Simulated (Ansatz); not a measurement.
Molecular dynamics of Li

input.yaml

```yaml
accuracy: low
crystal:
  lattice:
    - [7.205315, 0.0, 0.0]
    - [0.0, 7.205315, 0.0]
    - [0.0, 0.0, 7.205315]
  atoms:
    - { symbol: Li, position: [0.02215354, -0.02208094, -0.00759582] }
    - { symbol: Li, position: [0.53096561, -0.02498048, -0.03412788] }
    - { symbol: Li, position: [-0.01569934, 0.5389258, -0.02170736] }
    - { symbol: Li, position: [-0.07348368, 0.04069946, 0.50984127] }
    - { symbol: Li, position: [0.21905325, 0.26960053, 0.29475586] }
    - { symbol: Li, position: [0.50819675, 0.52766194, -0.05084857] }
    - { symbol: Li, position: [0.49219407, -0.02267581, 0.53289285] }
    - { symbol: Li, position: [0.75075605, 0.28232744, 0.24823271] }
    - { symbol: Li, position: [-0.02565846, 0.50603552, 0.55416102] }
    - { symbol: Li, position: [0.29687648, 0.75329337, 0.30965519] }
    - { symbol: Li, position: [0.22275752, 0.24499268, 0.74090125] }
    - { symbol: Li, position: [0.54568756, 0.49142252, 0.48553215] }
    - { symbol: Li, position: [0.81096158, 0.75069907, 0.23229804] }
    - { symbol: Li, position: [0.76628997, 0.26362582, 0.78372319] }
    - { symbol: Li, position: [0.22034215, 0.72807505, 0.74318638] }
    - { symbol: Li, position: [0.76907497, 0.73188683, 0.6943302] }
basis:
  ecutwfc: 500.0
kpoints:
  mp_grid: { grid: [2, 2, 2] }
hamiltonian:
  xc: r2scan
scf:
  occupations: { method: fermi_dirac, width: 0.1 }
  lower_state_search: "off"
md:
  timestep: 1
  n_steps: 69
  ensemble: nvt_langevin
  temperature: 720.0
  initial_velocities: maxwell_boltzmann
  seed: 455950
  friction: 0.02
  temperature_schedule:
    - { n_steps: 52, end_temperature: 300.0 }
    - { n_steps: 17, end_temperature: 300.0 }
```

Command:

```bash
$ ansatz run input.yaml --threads 1 --pin off --max-ram 3072MiB --backend cpu --events-out ev --progress --plain --runs-dir out
```

It goes on from the last frame of an earlier run, with new velocities.

Output, in part (one step line in 2):

```
md step     0: t =     0.00 fs  T =   675.0 K (target 720.0 K)  F+E_penalty+E_count = -3280.84843392 eV  E_kin = 1.396008 eV  (8 SCF iters)
md step     2: t =     2.00 fs  T =   612.3 K (target 707.9 K)  F+E_penalty+E_count = -3280.83822883 eV  E_kin = 1.266258 eV  (7 SCF iters)
md step     4: t =     4.00 fs  T =   671.4 K (target 691.7 K)  F+E_penalty+E_count = -3280.82840941 eV  E_kin = 1.388503 eV  (7 SCF iters)
md step     6: t =     6.00 fs  T =   699.9 K (target 675.6 K)  F+E_penalty+E_count = -3280.82329857 eV  E_kin = 1.447425 eV  (5 SCF iters)
md step     8: t =     8.00 fs  T =   708.4 K (target 659.4 K)  F+E_penalty+E_count = -3280.81665633 eV  E_kin = 1.465111 eV  (5 SCF iters)
md step    10: t =    10.00 fs  T =   668.8 K (target 643.3 K)  F+E_penalty+E_count = -3280.80514277 eV  E_kin = 1.383287 eV  (6 SCF iters)
md step    12: t =    12.00 fs  T =   658.6 K (target 627.1 K)  F+E_penalty+E_count = -3280.79354497 eV  E_kin = 1.362001 eV  (5 SCF iters)
md step    14: t =    14.00 fs  T =   673.0 K (target 611.0 K)  F+E_penalty+E_count = -3280.77501780 eV  E_kin = 1.391878 eV  (5 SCF iters)
md step    16: t =    16.00 fs  T =   687.8 K (target 594.8 K)  F+E_penalty+E_count = -3280.74848459 eV  E_kin = 1.422460 eV  (5 SCF iters)
md step    18: t =    18.00 fs  T =   636.5 K (target 578.7 K)  F+E_penalty+E_count = -3280.71455341 eV  E_kin = 1.316331 eV  (5 SCF iters)
md step    20: t =    20.00 fs  T =   604.3 K (target 562.5 K)  F+E_penalty+E_count = -3280.66904986 eV  E_kin = 1.249705 eV  (6 SCF iters)
md step    22: t =    22.00 fs  T =   601.6 K (target 546.3 K)  F+E_penalty+E_count = -3280.62854960 eV  E_kin = 1.244155 eV  (5 SCF iters)
md step    24: t =    24.00 fs  T =   625.2 K (target 530.2 K)  F+E_penalty+E_count = -3280.59588758 eV  E_kin = 1.292924 eV  (5 SCF iters)
md step    26: t =    26.00 fs  T =   532.9 K (target 514.0 K)  F+E_penalty+E_count = -3280.57443134 eV  E_kin = 1.102187 eV  (5 SCF iters)
md step    28: t =    28.00 fs  T =   551.5 K (target 497.9 K)  F+E_penalty+E_count = -3280.56207255 eV  E_kin = 1.140597 eV  (5 SCF iters)
md step    30: t =    30.00 fs  T =   514.6 K (target 481.7 K)  F+E_penalty+E_count = -3280.56263682 eV  E_kin = 1.064349 eV  (6 SCF iters)
md step    32: t =    32.00 fs  T =   528.9 K (target 465.6 K)  F+E_penalty+E_count = -3280.58044236 eV  E_kin = 1.093793 eV  (5 SCF iters)
md step    34: t =    34.00 fs  T =   519.7 K (target 449.4 K)  F+E_penalty+E_count = -3280.61322613 eV  E_kin = 1.074813 eV  (5 SCF iters)
md step    36: t =    36.00 fs  T =   557.7 K (target 433.3 K)  F+E_penalty+E_count = -3280.65304181 eV  E_kin = 1.153456 eV  (5 SCF iters)
md step    38: t =    38.00 fs  T =   630.7 K (target 417.1 K)  F+E_penalty+E_count = -3280.69648455 eV  E_kin = 1.304456 eV  (5 SCF iters)
md step    40: t =    40.00 fs  T =   623.3 K (target 401.0 K)  F+E_penalty+E_count = -3280.73935806 eV  E_kin = 1.289010 eV  (7 SCF iters)
md step    42: t =    42.00 fs  T =   633.2 K (target 384.8 K)  F+E_penalty+E_count = -3280.77959478 eV  E_kin = 1.309576 eV  (5 SCF iters)
md step    44: t =    44.00 fs  T =   729.2 K (target 368.7 K)  F+E_penalty+E_count = -3280.81351179 eV  E_kin = 1.508189 eV  (5 SCF iters)
md step    46: t =    46.00 fs  T =   629.2 K (target 352.5 K)  F+E_penalty+E_count = -3280.83412893 eV  E_kin = 1.301197 eV  (5 SCF iters)
md step    48: t =    48.00 fs  T =   572.1 K (target 336.3 K)  F+E_penalty+E_count = -3280.84412050 eV  E_kin = 1.183253 eV  (5 SCF iters)
md step    50: t =    50.00 fs  T =   596.5 K (target 320.2 K)  F+E_penalty+E_count = -3280.84344269 eV  E_kin = 1.233561 eV  (7 SCF iters)
md step    52: t =    52.00 fs  T =   507.7 K (target 304.0 K)  F+E_penalty+E_count = -3280.83370135 eV  E_kin = 1.049904 eV  (5 SCF iters)
md step    54: t =    54.00 fs  T =   510.8 K (target 300.0 K)  F+E_penalty+E_count = -3280.81515414 eV  E_kin = 1.056360 eV  (5 SCF iters)
md step    56: t =    56.00 fs  T =   468.1 K (target 300.0 K)  F+E_penalty+E_count = -3280.79228606 eV  E_kin = 0.968161 eV  (5 SCF iters)
md step    58: t =    58.00 fs  T =   475.0 K (target 300.0 K)  F+E_penalty+E_count = -3280.76969454 eV  E_kin = 0.982454 eV  (5 SCF iters)
md step    60: t =    60.00 fs  T =   416.8 K (target 300.0 K)  F+E_penalty+E_count = -3280.75806921 eV  E_kin = 0.861980 eV  (7 SCF iters)
md step    62: t =    62.00 fs  T =   361.1 K (target 300.0 K)  F+E_penalty+E_count = -3280.75243504 eV  E_kin = 0.746791 eV  (5 SCF iters)
md step    64: t =    64.00 fs  T =   385.9 K (target 300.0 K)  F+E_penalty+E_count = -3280.75094240 eV  E_kin = 0.798043 eV  (5 SCF iters)
md step    66: t =    66.00 fs  T =   375.3 K (target 300.0 K)  F+E_penalty+E_count = -3280.75318047 eV  E_kin = 0.776096 eV  (5 SCF iters)
md step    68: t =    68.00 fs  T =   425.2 K (target 300.0 K)  F+E_penalty+E_count = -3280.75984345 eV  E_kin = 0.879399 eV  (5 SCF iters)
md step    69: t =    69.00 fs  T =   418.9 K (target 300.0 K)  F+E_penalty+E_count = -3280.76438651 eV  E_kin = 0.866412 eV  (7 SCF iters)
```

All steps were run. The schedule's set-point averaged 335 K over the second half and the system 524 K, so it lags behind the ramp. A run of 0.069 ps of so small a system gives no equilibrium averages. Limits of this set-up: coarse k mesh, low accuracy level.

Mean squared displacements from the first frame to the last, about the centre of mass: Li 0.36 Å².

Last frame:

```xyz
16
Lattice="7.2053 0.0000 0.0000 0.0000 7.2053 0.0000 0.0000 0.0000 7.2053" Properties=species:S:1:pos:R:3
Li 0.050 -0.380 0.066
Li 3.357 -0.259 0.117
Li 0.189 3.861 -0.222
Li -0.301 0.547 3.567
Li 1.800 2.192 1.416
Li 3.406 3.774 -0.025
Li 3.625 0.849 3.388
Li 5.544 1.315 1.190
Li -0.307 3.505 3.797
Li 1.649 5.533 1.798
Li 1.589 1.759 5.401
Li 3.725 3.687 3.901
Li 5.079 5.311 2.183
Li 5.062 1.981 5.673
Li 1.549 5.886 5.144
Li 5.411 5.724 5.400
```

Run time: 18 min on 1 thread of Intel(R) Xeon(R) Platinum 8259CL CPU @ 2.50GHz (Skylake/Cascade Lake) (shared host), peak memory 0.82 GiB.
